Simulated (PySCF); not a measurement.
# GeSb: bond curves at several levels of theory

One job finds the state of GeSb, follows it along the bond with each method and fits the curves.

Computed with PySCF 2.14.0. Level: Ge def2-SVP, Sb def2-SVP with ECP28, scalar-relativistic core potentials.

2 further runs of the same task are left out: 2 that didn't finish.

## Step 1: The job

A driver script around PySCF takes these settings:

```json
{
  "atoms": "Ge, Sb",
  "charge": "0",
  "basis": "Ge def2-SVP, Sb def2-SVP with ECP28",
  "Hamiltonian": "scalar-relativistic core potentials",
  "basis functions": "58",
  "electrons treated": "55",
  "masses in u": "73.9212, 120.9038",
  "levels": "PBE0, PBE, r²SCAN, r²SCANh, PBEsol, HF, MP2, SCS-MP2",
  "grid": "80 radial by 434 angular points",
  "occupations": "held fixed by the projection of orbital angular momentum",
  "dissociation limit": "Ge + Sb, each in its ground configuration",
  "starting distance in angstrom": "2.525",
  "values of 2S to try": "1, 3, 5"
}
```

Launch:

```bash
> OMP_NUM_THREADS=1 python dia.py task.json out
```

After the search, every level is run at each distance in turn; below they are sorted by level.

## Step 2: State search with unrestricted PBE0

Unrestricted PBE0 solutions at 2.525 Å, counted from the lowest. The search isn't exhaustive.

| 2Ms+1 | unpaired | term | E (eV) | ⟨S²⟩ | ⟨Lz²⟩ | μ (D) |
| --- | --- | --- | --- | --- | --- | --- |
| 2 | π ↑ | ²Π | 0.00 | 0.78 | 1.00 | -0.47 |
| 2 | σ ↑ | ²Σ⁺ | 0.52 | 0.87 | 0.00 | -0.52 |
| 4 | π ↑↑↑ | ⁴Π | 1.23 | 3.76 | 1.00 | 0.56 |
| 4 | σ ↑, π ↑↑ | not assigned | 1.56 | 3.76 | 2.01 | 0.05 |
| 2 | π ↑↑↓ | not assigned | 1.59 | 1.76 | 3.02 | 0.53 |
| 2 | σ ↓, π ↑↑ | not assigned | 1.99 | 1.77 | 2.01 | 0.12 |

6 of 14 solutions are listed, lowest first.

A term symbol stands only where ⟨S²⟩ and ⟨Lz²⟩ are near those of a pure state. A positive dipole means Ge(−)Sb(+).

The most promising solutions are followed along the bond (rough minima from three points):

| 2Ms+1 | unpaired | R at minimum (Å) | energy at minimum (eV) |
| --- | --- | --- | --- |
| 2 | π ↑ | 2.45 | 0.00 |
| 2 | σ ↑ | 2.34 | 0.30 |
| 4 | π ↑↑↑ | not bracketed | ≤ 1.09 |
| 2 | π ↑↑↓ | not bracketed | ≤ 1.43 |
| 4 | σ ↑, π ↑↑ | 2.57 | 1.58 |

The search made 19 SCF attempts at the starting distance; with the short scans it took 27 s of wall time (1 thread of Intel Xeon Platinum 8488C (Sapphire Rapids), shared host).

## Step 3: PBE0 along the bond

State followed: ²Π (doublet), unpaired electrons π ↑. The scan is laid around 2.452 Å.

Log of the SCF at 2.452 Å:

```text
******** <class 'pyscf.dft.uks_symm.SymAdaptedUKS'> ********
method = SymAdaptedUKS
initial guess = minao
damping factor = 0
level_shift factor = 0
DIIS = <class 'pyscf.scf.diis.CDIIS'>
diis_start_cycle = 1
diis_space = 10
diis_damp = 0
SCF conv_tol = 1e-09
SCF conv_tol_grad = None
SCF max_cycles = 60
direct_scf = False
max_memory 909 MB (current use 344 MB)
number electrons alpha = 28  beta = 27
XC library pyscf.dft.libxc version 7.0.0
    S. Lehtola, C. Steigemann, M. J.T. Oliveira, and M. A.L. Marques.,  SoftwareX 7, 1–5 (2018)
XC functionals = PBE0
    C. Adamo and V. Barone.,  J. Chem. Phys. 110, 6158 (1999)
    M. Ernzerhof and G. E. Scuseria.,  J. Chem. Phys. 110, 5029 (1999)
small_rho_cutoff = 0
Overwritten attributes  get_j get_jk get_occ get_k get_hcore  of <class 'pyscf.dft.uks_symm.SymAdaptedUKS'>
<class 'pyscf.dft.uks_symm.SymAdaptedUKS'> does not have attributes  refdm
Set gradient conv threshold to 3.16228e-05
init E= -2316.72445037168
cycle= 1 E= -2316.70769503525  delta_E= 0.0168  |g|= 0.0155  |ddm|= 0.0644
cycle= 2 E= -2316.70758571281  delta_E= 0.000109  |g|= 0.0193  |ddm|= 0.0635
cycle= 3 E= -2316.70786322844  delta_E= -0.000278  |g|= 0.00985  |ddm|= 0.0472
cycle= 4 E= -2316.70795854083  delta_E= -9.53e-05  |g|= 0.00128  |ddm|= 0.0169
cycle= 5 E= -2316.70796336746  delta_E= -4.83e-06  |g|= 0.000753  |ddm|= 0.00366
cycle= 6 E= -2316.70796949314  delta_E= -6.13e-06  |g|= 0.000613  |ddm|= 0.00582
cycle= 7 E= -2316.7079787137  delta_E= -9.22e-06  |g|= 0.000336  |ddm|= 0.0133
cycle= 8 E= -2316.70798144296  delta_E= -2.73e-06  |g|= 7.46e-05  |ddm|= 0.0107
cycle= 9 E= -2316.70798150619  delta_E= -6.32e-08  |g|= 3.22e-05  |ddm|= 0.00126
cycle= 10 E= -2316.70798150977  delta_E= -3.58e-09  |g|= 3.38e-06  |ddm|= 0.000261
cycle= 11 E= -2316.70798150979  delta_E= -2.41e-11  |g|= 6.09e-07  |ddm|= 1.97e-05
Extra cycle  E= -2316.70798150979  delta_E= 1.36e-12  |g|= 1.35e-06  |ddm|= 3.71e-06
converged SCF energy = -2316.70798150979  <S^2> = 0.76030761  2S+1 = 2.0102812
```

Points of the scan, energies from the lowest:

| R (Å) | E (eV) | μ (D) | Mulliken charge of Ge (e) | Mayer bond order | ⟨S²⟩ | HOMO (eV) | LUMO (eV) |
| --- | --- | --- | --- | --- | --- | --- | --- |
| 2.1087 | 1.2833 | 0.45 | -0.01 | 2.29 | 0.75 | -6.17 | -4.81 |
| 2.2068 | 0.5627 | 0.23 | 0.02 | 2.29 | 0.75 | -6.24 | -4.60 |
| 2.3049 | 0.1709 | 0.01 | 0.04 | 2.29 | 0.75 | -6.19 | -4.42 |
| 2.3784 | 0.0351 | -0.15 | 0.06 | 2.29 | 0.76 | -6.05 | -4.30 |
| 2.4520 | 0.0000 | -0.32 | 0.07 | 2.28 | 0.76 | -5.91 | -4.19 |
| 2.5256 | 0.0411 | -0.47 | 0.08 | 2.26 | 0.78 | -5.79 | -4.09 |
| 2.6236 | 0.1757 | -0.63 | 0.08 | 2.14 | 0.88 | -5.67 | -3.97 |
| 2.7462 | 0.4042 | -0.74 | 0.08 | 1.88 | 1.12 | -5.60 | -3.85 |
| 2.8934 | 0.7057 | -0.86 | 0.08 | 1.59 | 1.35 | -5.57 | -3.74 |

Fit: Re = 2.445 Å, ωe = 292.5 cm⁻¹, ωexe = 1.05 cm⁻¹, αe = 0.000185 cm⁻¹, Be = 0.06146 cm⁻¹, De = 2.58 eV, μ = -0.30 D.

Orbitals nearest the gap at 2.452 Å:

| spin | orbital | ε (eV) | filled | made of |
| --- | --- | --- | --- | --- |
| β | σ | -33.89 | yes | Ge d 99 % |
| α | σ | -15.86 | yes | Sb s 62 %, Ge s 30 % |
| β | σ | -15.21 | yes | Sb s 57 %, Ge s 35 % |
| α | σ | -11.80 | yes | Ge s 59 %, Sb s 32 % |
| β | σ | -11.44 | yes | Ge s 55 %, Sb s 36 % |
| α | π | -6.81 | yes | Sb p 69 %, Ge p 29 % |
| α | σ | -6.49 | yes | Sb p 48 %, Ge p 40 %, Ge s 8 % |
| β | σ | -6.31 | yes | Sb p 47 %, Ge p 42 % |
| α | π | -6.16 | yes | Sb p 67 %, Ge p 31 % |
| β | π | -5.91 | yes | Sb p 58 %, Ge p 40 % |
| β | π | -4.19 | no | Sb p 56 %, Ge p 42 % |
| α | π | -2.71 | no | Ge p 70 %, Sb p 29 % |
| α | π | -2.22 | no | Ge p 67 %, Sb p 32 % |
| β | π | -2.14 | no | Ge p 58 %, Sb p 41 % |

Polarisability there: 122.0 bohr³ along the bond, 45.7 across it. Without diffuse functions these come out too small, above all across the bond.

## Step 4: Orbitals, density and potential

The fields below are evaluated on a grid from the run's orbitals.

Frontier orbitals at PBE0 (alpha spin), with the share of their density that lies nearest to each atom:

| orbital | energy (eV) | lies on |
| --- | --- | --- |
| HOMO-1 | -6.49 | Ge1 54 %; Sb2 46 % |
| HOMO | -6.16 | Sb2 64 %; Ge1 36 % |
| LUMO | -2.71 | Ge1 68 %; Sb2 32 % |

ELF in a plane through or near 2 of the atoms.

Ten even steps from ' ' (0.00) to '@' (0.96):
```
            ..........::--======------::::::..          
        ..::::::::::::--==++****++++++======--::..      
    ..::----======----==++**####**********++++--::..    
  ..::==++++********++++++**################**++==::..  
  ..--==**##########********##########%%%%%%##**==--..  
  --++**%%%%%%%%##******########******####%%%%##**==::  
..==**%%@@@@%%##++----==**####**==----==**##%%%%##++--..
::++##@@@@@@**==::::::::==##**--::====----++##%%%%**==..
--**%%@@@@%%==::==****::--**++::++####**----**%%%%##==::
--**%%@@@@%%--::##++**++::**==::##--..##==--**%%%%##++::
--**%%@@@@%%--::##++**++::**==::##==..##==--**%%%%##++::
--**%%@@@@%%==::==##**::--**++::++####**----**%%%%##==::
::++##@@@@@@**==::::::::==##**--::====----++##%%%%**==..
..==**%%@@@@%%##++----==**####**==----==**##%%%%##++--..
  --++**%%%%%%%%##******########******####%%%%##**==::  
  ..--==**##########********##########%%%%%%##**==--..  
  ..::==++++********++++++**################**++==::..  
    ..::----========--==++**####**********++++--::..    
        ..::::::::::::--==++****++++++======--::..      
            ..........::--======------::::::..          
```
The map spans 7.7 Å across and 5.2 Å up, centred on the molecule. Atoms in the plane (x, y in Å): Ge1 (-1.2, 0.0), Sb2 (1.2, 0.0).

On the surface of density 0.002 e/bohr³ the electrostatic potential runs, from the 1st to the 99th percentile, from -0.42 V near Sb2 to 1.47 V near Ge1.

The spin density lies nearest to Sb2 68 %; Ge1 32 %.

Core electrons inside the core potentials are missing from the density.

## Step 5: Other states along the same grid

State 2: ²Σ⁺ (doublet), unpaired electrons σ ↑, an excited solution.

The SCF at the reference distance, 2.452 Å, printed:

```text
******** <class 'pyscf.dft.uks_symm.SymAdaptedUKS'> ********
method = SymAdaptedUKS
initial guess = minao
damping factor = 0
level_shift factor = 0
DIIS = <class 'pyscf.scf.diis.CDIIS'>
diis_start_cycle = 1
diis_space = 10
diis_damp = 0
SCF conv_tol = 1e-09
SCF conv_tol_grad = None
SCF max_cycles = 60
direct_scf = False
max_memory 909 MB (current use 396 MB)
number electrons alpha = 28  beta = 27
XC library pyscf.dft.libxc version 7.0.0
    S. Lehtola, C. Steigemann, M. J.T. Oliveira, and M. A.L. Marques.,  SoftwareX 7, 1–5 (2018)
XC functionals = PBE0
    C. Adamo and V. Barone.,  J. Chem. Phys. 110, 6158 (1999)
    M. Ernzerhof and G. E. Scuseria.,  J. Chem. Phys. 110, 5029 (1999)
small_rho_cutoff = 0
Set gradient conv threshold to 3.16228e-05
init E= -2316.71304538934
cycle= 1 E= -2316.69203610299  delta_E= 0.021  |g|= 0.0163  |ddm|= 0.0618
cycle= 2 E= -2316.69192710173  delta_E= 0.000109  |g|= 0.0214  |ddm|= 0.0635
cycle= 3 E= -2316.69214837916  delta_E= -0.000221  |g|= 0.015  |ddm|= 0.0485
cycle= 4 E= -2316.69237439485  delta_E= -0.000226  |g|= 0.00208  |ddm|= 0.0222
cycle= 5 E= -2316.69239928827  delta_E= -2.49e-05  |g|= 0.00164  |ddm|= 0.00913
cycle= 6 E= -2316.6924303883  delta_E= -3.11e-05  |g|= 0.00143  |ddm|= 0.0125
cycle= 7 E= -2316.69251515526  delta_E= -8.48e-05  |g|= 0.00115  |ddm|= 0.0403
cycle= 8 E= -2316.69265738769  delta_E= -0.000142  |g|= 0.002  |ddm|= 0.115
cycle= 9 E= -2316.69268182594  delta_E= -2.44e-05  |g|= 0.00148  |ddm|= 0.0324
cycle= 10 E= -2316.69270614993  delta_E= -2.43e-05  |g|= 0.00133  |ddm|= 0.0615
cycle= 11 E= -2316.6927103144  delta_E= -4.16e-06  |g|= 0.000114  |ddm|= 0.0207
cycle= 12 E= -2316.69271043106  delta_E= -1.17e-07  |g|= 7.81e-05  |ddm|= 0.00536
cycle= 13 E= -2316.69271043709  delta_E= -6.03e-09  |g|= 1.33e-05  |ddm|= 0.000167
cycle= 14 E= -2316.69271043699  delta_E= 1e-10  |g|= 1.75e-05  |ddm|= 5.53e-05
Extra cycle  E= -2316.69271043354  delta_E= 3.45e-09  |g|= 6.2e-05  |ddm|= 0.000111
converged SCF energy = -2316.69271043354  <S^2> = 0.76498153  2S+1 = 2.0149258
```

Re = 2.334 Å, ωe = 322 cm⁻¹, ωexe = 0.651 cm⁻¹, αe = 0.000185 cm⁻¹, Be = 0.06745 cm⁻¹, μ = -0.37 D. Its minimum lies 0.31 eV above that of the lowest state.

State 3: ⁴Π (quartet), unpaired electrons π ↑↑↑, an excited solution.

The SCF at the reference distance, 2.452 Å, printed:

```text
******** <class 'pyscf.dft.uks_symm.SymAdaptedUKS'> ********
method = SymAdaptedUKS
initial guess = minao
damping factor = 0
level_shift factor = 0
DIIS = <class 'pyscf.scf.diis.CDIIS'>
diis_start_cycle = 1
diis_space = 10
diis_damp = 0
SCF conv_tol = 1e-09
SCF conv_tol_grad = None
SCF max_cycles = 60
direct_scf = False
max_memory 909 MB (current use 396 MB)
number electrons alpha = 29  beta = 26
XC library pyscf.dft.libxc version 7.0.0
    S. Lehtola, C. Steigemann, M. J.T. Oliveira, and M. A.L. Marques.,  SoftwareX 7, 1–5 (2018)
XC functionals = PBE0
    C. Adamo and V. Barone.,  J. Chem. Phys. 110, 6158 (1999)
    M. Ernzerhof and G. E. Scuseria.,  J. Chem. Phys. 110, 5029 (1999)
small_rho_cutoff = 0
Set gradient conv threshold to 3.16228e-05
init E= -2316.66378811924
cycle= 1 E= -2316.6543285214  delta_E= 0.00946  |g|= 0.0108  |ddm|= 0.065
cycle= 2 E= -2316.65437507831  delta_E= -4.66e-05  |g|= 0.00931  |ddm|= 0.0481
cycle= 3 E= -2316.65444482342  delta_E= -6.97e-05  |g|= 0.0023  |ddm|= 0.0224
cycle= 4 E= -2316.65444760051  delta_E= -2.78e-06  |g|= 0.00035  |ddm|= 0.00369
cycle= 5 E= -2316.65444770602  delta_E= -1.06e-07  |g|= 0.00015  |ddm|= 0.000773
cycle= 6 E= -2316.65444772928  delta_E= -2.33e-08  |g|= 5.36e-05  |ddm|= 0.00042
cycle= 7 E= -2316.65444773362  delta_E= -4.34e-09  |g|= 1.15e-05  |ddm|= 0.00022
cycle= 8 E= -2316.65444773395  delta_E= -3.35e-10  |g|= 2.11e-06  |ddm|= 5.37e-05
Extra cycle  E= -2316.65444773396  delta_E= -4.09e-12  |g|= 1.7e-06  |ddm|= 1.03e-05
converged SCF energy = -2316.65444773396  <S^2> = 3.7572801  2S+1 = 4.0036384
```

Re = 2.726 Å, ωe = 201.0 cm⁻¹, ωexe = 0.443 cm⁻¹, αe = 0.000156 cm⁻¹, Be = 0.04944 cm⁻¹, μ = 0.07 D. Its minimum lies 1.10 eV above that of the lowest state.

State 4: Ms = 0.5 determinant of mixed spin (⟨S²⟩ = 1.76), unpaired electrons π ↑↑↓, an excited solution.

Log of the SCF at 2.452 Å:

```text
******** <class 'pyscf.dft.uks_symm.SymAdaptedUKS'> ********
method = SymAdaptedUKS
initial guess = minao
damping factor = 0
level_shift factor = 0
DIIS = <class 'pyscf.scf.diis.CDIIS'>
diis_start_cycle = 1
diis_space = 10
diis_damp = 0
SCF conv_tol = 1e-09
SCF conv_tol_grad = None
SCF max_cycles = 60
direct_scf = False
max_memory 909 MB (current use 396 MB)
number electrons alpha = 28  beta = 27
XC library pyscf.dft.libxc version 7.0.0
    S. Lehtola, C. Steigemann, M. J.T. Oliveira, and M. A.L. Marques.,  SoftwareX 7, 1–5 (2018)
XC functionals = PBE0
    C. Adamo and V. Barone.,  J. Chem. Phys. 110, 6158 (1999)
    M. Ernzerhof and G. E. Scuseria.,  J. Chem. Phys. 110, 5029 (1999)
small_rho_cutoff = 0
Set gradient conv threshold to 3.16228e-05
init E= -2316.65035635008
cycle= 1 E= -2316.64119114668  delta_E= 0.00917  |g|= 0.0107  |ddm|= 0.0648
cycle= 2 E= -2316.64123587175  delta_E= -4.47e-05  |g|= 0.00935  |ddm|= 0.0485
cycle= 3 E= -2316.64130603777  delta_E= -7.02e-05  |g|= 0.0023  |ddm|= 0.0224
cycle= 4 E= -2316.64130879127  delta_E= -2.75e-06  |g|= 0.000337  |ddm|= 0.00365
cycle= 5 E= -2316.64130889937  delta_E= -1.08e-07  |g|= 0.000148  |ddm|= 0.000812
cycle= 6 E= -2316.64130892452  delta_E= -2.52e-08  |g|= 5.4e-05  |ddm|= 0.000448
cycle= 7 E= -2316.64130892929  delta_E= -4.77e-09  |g|= 1.22e-05  |ddm|= 0.00024
cycle= 8 E= -2316.64130892971  delta_E= -4.22e-10  |g|= 2.45e-06  |ddm|= 6.19e-05
Extra cycle  E= -2316.64130892971  delta_E= -2.73e-12  |g|= 1.87e-06  |ddm|= 1.15e-05
converged SCF energy = -2316.64130892971  <S^2> = 1.7591264  2S+1 = 2.8348731
```

Re = 2.732 Å, ωe = 200.1 cm⁻¹; the determinant mixes terms (⟨S²⟩ = 1.76, ⟨Lz²⟩ = 3.02), so these belong to no real state. Its minimum lies 1.44 eV above that of the lowest state.

Energy (eV) from the lowest point of the lowest state:

| R (Å) | lowest | state 2 | state 3 | state 4 |
| --- | --- | --- | --- | --- |
| 2.109 | 1.283 | 0.925 | 3.991 | 4.374 |
| 2.207 | 0.563 | 0.481 | 2.878 | 3.253 |
| 2.305 | 0.171 | 0.320 | 2.122 | 2.490 |
| 2.378 | 0.035 | 0.328 | 1.732 | 2.094 |
| 2.452 | 0.000 | 0.416 | 1.457 | 1.814 |
| 2.526 | 0.041 | 0.562 | 1.274 | 1.627 |
| 2.624 | 0.176 | 0.816 | 1.140 | 1.488 |
| 2.746 | 0.404 | 1.191 | 1.100 | 1.443 |
| 2.893 | 0.706 | 1.677 | 1.178 | 1.516 |

## Step 6: PBE (GGA)

Log of the SCF at 2.452 Å:

```text
******** <class 'pyscf.dft.uks_symm.SymAdaptedUKS'> ********
method = SymAdaptedUKS
initial guess = minao
damping factor = 0
level_shift factor = 0
DIIS = <class 'pyscf.scf.diis.CDIIS'>
diis_start_cycle = 1
diis_space = 10
diis_damp = 0
SCF conv_tol = 1e-09
SCF conv_tol_grad = None
SCF max_cycles = 60
direct_scf = False
max_memory 909 MB (current use 396 MB)
number electrons alpha = 28  beta = 27
XC library pyscf.dft.libxc version 7.0.0
    S. Lehtola, C. Steigemann, M. J.T. Oliveira, and M. A.L. Marques.,  SoftwareX 7, 1–5 (2018)
XC functionals = PBE
    J. P. Perdew, K. Burke, and M. Ernzerhof.,  Phys. Rev. Lett. 77, 3865 (1996)
    J. P. Perdew, K. Burke, and M. Ernzerhof.,  Phys. Rev. Lett. 78, 1396 (1997)
    J. P. Perdew, K. Burke, and M. Ernzerhof.,  Phys. Rev. Lett. 77, 3865 (1996)
    J. P. Perdew, K. Burke, and M. Ernzerhof.,  Phys. Rev. Lett. 78, 1396 (1997)
small_rho_cutoff = 0
Set gradient conv threshold to 3.16228e-05
init E= -2316.64880146001
cycle= 1 E= -2316.64966832391  delta_E= -0.000867  |g|= 0.0592  |ddm|= 0.135
cycle= 2 E= -2316.63904942153  delta_E= 0.0106  |g|= 0.107  |ddm|= 0.215
cycle= 3 E= -2316.64201456301  delta_E= -0.00297  |g|= 0.0972  |ddm|= 0.314
cycle= 4 E= -2316.65082463713  delta_E= -0.00881  |g|= 0.00398  |ddm|= 0.138
cycle= 5 E= -2316.65084441647  delta_E= -1.98e-05  |g|= 0.000654  |ddm|= 0.00743
cycle= 6 E= -2316.65084563158  delta_E= -1.22e-06  |g|= 0.000215  |ddm|= 0.0028
cycle= 7 E= -2316.65084613343  delta_E= -5.02e-07  |g|= 0.000167  |ddm|= 0.00323
cycle= 8 E= -2316.65084617844  delta_E= -4.5e-08  |g|= 3.13e-05  |ddm|= 0.000747
cycle= 9 E= -2316.65084617981  delta_E= -1.37e-09  |g|= 4.66e-06  |ddm|= 0.000124
cycle= 10 E= -2316.65084617983  delta_E= -1.91e-11  |g|= 9.68e-07  |ddm|= 1.01e-05
Extra cycle  E= -2316.65084617982  delta_E= 1.23e-11  |g|= 3.92e-06  |ddm|= 8.54e-06
converged SCF energy = -2316.65084617982  <S^2> = 0.7530452  2S+1 = 2.0030429
```

Re = 2.480 Å, ωe = 274.8 cm⁻¹, ωexe = 0.549 cm⁻¹, αe = 0.000164 cm⁻¹, Be = 0.05973 cm⁻¹, De = 2.95 eV, μ = -0.21 D. 10 s of CPU time for 9 points, integrals apart.

## Step 7: r²SCAN (meta-GGA)

Log of the SCF at 2.452 Å:

```text
******** <class 'pyscf.dft.uks_symm.SymAdaptedUKS'> ********
method = SymAdaptedUKS
initial guess = minao
damping factor = 0
level_shift factor = 0
DIIS = <class 'pyscf.scf.diis.CDIIS'>
diis_start_cycle = 1
diis_space = 10
diis_damp = 0
SCF conv_tol = 1e-09
SCF conv_tol_grad = None
SCF max_cycles = 60
direct_scf = False
max_memory 909 MB (current use 396 MB)
number electrons alpha = 28  beta = 27
XC library pyscf.dft.libxc version 7.0.0
    S. Lehtola, C. Steigemann, M. J.T. Oliveira, and M. A.L. Marques.,  SoftwareX 7, 1–5 (2018)
XC functionals = R2SCAN
    J. W. Furness, A. D. Kaplan, J. Ning, J. P. Perdew, and J. Sun.,  J. Phys. Chem. Lett. 11, 8208-8215 (2020)
    J. W. Furness, A. D. Kaplan, J. Ning, J. P. Perdew, and J. Sun.,  J. Phys. Chem. Lett. 11, 9248-9248 (2020)
    J. W. Furness, A. D. Kaplan, J. Ning, J. P. Perdew, and J. Sun.,  J. Phys. Chem. Lett. 11, 8208-8215 (2020)
    J. W. Furness, A. D. Kaplan, J. Ning, J. P. Perdew, and J. Sun.,  J. Phys. Chem. Lett. 11, 9248-9248 (2020)
small_rho_cutoff = 0
Set gradient conv threshold to 3.16228e-05
init E= -2317.0491375698
cycle= 1 E= -2317.04988461501  delta_E= -0.000747  |g|= 0.0197  |ddm|= 0.08
cycle= 2 E= -2317.04502407264  delta_E= 0.00486  |g|= 0.0678  |ddm|= 0.146
cycle= 3 E= -2317.05022404572  delta_E= -0.0052  |g|= 0.00934  |ddm|= 0.12
cycle= 4 E= -2317.05024872873  delta_E= -2.47e-05  |g|= 0.000972  |ddm|= 0.00606
cycle= 5 E= -2317.05025001718  delta_E= -1.29e-06  |g|= 0.000205  |ddm|= 0.0021
cycle= 6 E= -2317.05025024723  delta_E= -2.3e-07  |g|= 0.000132  |ddm|= 0.0012
cycle= 7 E= -2317.05025044928  delta_E= -2.02e-07  |g|= 9.21e-05  |ddm|= 0.00144
cycle= 8 E= -2317.05025060592  delta_E= -1.57e-07  |g|= 4.3e-05  |ddm|= 0.0019
cycle= 9 E= -2317.05025064098  delta_E= -3.51e-08  |g|= 7.51e-06  |ddm|= 0.00131
cycle= 10 E= -2317.05025064124  delta_E= -2.55e-10  |g|= 1.49e-06  |ddm|= 9.91e-05
Extra cycle  E= -2317.05025064121  delta_E= 2.55e-11  |g|= 4.97e-06  |ddm|= 1.13e-05
converged SCF energy = -2317.05025064121  <S^2> = 0.76484095  2S+1 = 2.0147863
```

Re = 2.453 Å, ωe = 285.3 cm⁻¹, ωexe = 0.946 cm⁻¹, αe = 0.000189 cm⁻¹, Be = 0.06106 cm⁻¹, De = 2.65 eV, μ = -0.18 D. 12 s of CPU time for 9 points, integrals apart.

## Step 8: r²SCANh

The SCF at the reference distance, 2.452 Å, printed:

```text
******** <class 'pyscf.dft.uks_symm.SymAdaptedUKS'> ********
method = SymAdaptedUKS
initial guess = minao
damping factor = 0
level_shift factor = 0
DIIS = <class 'pyscf.scf.diis.CDIIS'>
diis_start_cycle = 1
diis_space = 10
diis_damp = 0
SCF conv_tol = 1e-09
SCF conv_tol_grad = None
SCF max_cycles = 60
direct_scf = False
max_memory 909 MB (current use 397 MB)
number electrons alpha = 28  beta = 27
XC library pyscf.dft.libxc version 7.0.0
    S. Lehtola, C. Steigemann, M. J.T. Oliveira, and M. A.L. Marques.,  SoftwareX 7, 1–5 (2018)
XC functionals = HYB_MGGA_XC_R2SCANH
    M. Bursch, H. Neugebauer, S. Ehlert, and S. Grimme.,  J. Chem. Phys. 156, 134105 (2022)
small_rho_cutoff = 0
Set gradient conv threshold to 3.16228e-05
init E= -2317.02834480791
cycle= 1 E= -2317.02875470483  delta_E= -0.00041  |g|= 0.0103  |ddm|= 0.0552
cycle= 2 E= -2317.02807502593  delta_E= 0.00068  |g|= 0.0286  |ddm|= 0.0599
cycle= 3 E= -2317.02883006797  delta_E= -0.000755  |g|= 0.00311  |ddm|= 0.0493
cycle= 4 E= -2317.02884183661  delta_E= -1.18e-05  |g|= 0.000605  |ddm|= 0.00566
cycle= 5 E= -2317.02884515833  delta_E= -3.32e-06  |g|= 0.000494  |ddm|= 0.00441
cycle= 6 E= -2317.02884814999  delta_E= -2.99e-06  |g|= 0.000388  |ddm|= 0.00474
cycle= 7 E= -2317.02885331733  delta_E= -5.17e-06  |g|= 0.00017  |ddm|= 0.0134
cycle= 8 E= -2317.02885404487  delta_E= -7.28e-07  |g|= 7.28e-05  |ddm|= 0.00579
cycle= 9 E= -2317.02885408853  delta_E= -4.37e-08  |g|= 1.77e-05  |ddm|= 0.00148
cycle= 10 E= -2317.02885408958  delta_E= -1.05e-09  |g|= 2.34e-06  |ddm|= 0.000168
cycle= 11 E= -2317.0288540896  delta_E= -1.86e-11  |g|= 3.28e-07  |ddm|= 2.87e-05
Extra cycle  E= -2317.0288540896  delta_E= 3.18e-12  |g|= 7.42e-07  |ddm|= 1.65e-06
converged SCF energy = -2317.0288540896  <S^2> = 0.77474512  2S+1 = 2.0245939
```

Re = 2.445 Å, ωe = 285.5 cm⁻¹, ωexe = 1.10 cm⁻¹, αe = 0.000214 cm⁻¹, Be = 0.06147 cm⁻¹, De = 2.54 eV, μ = -0.22 D.

[end of part 1 of 2]
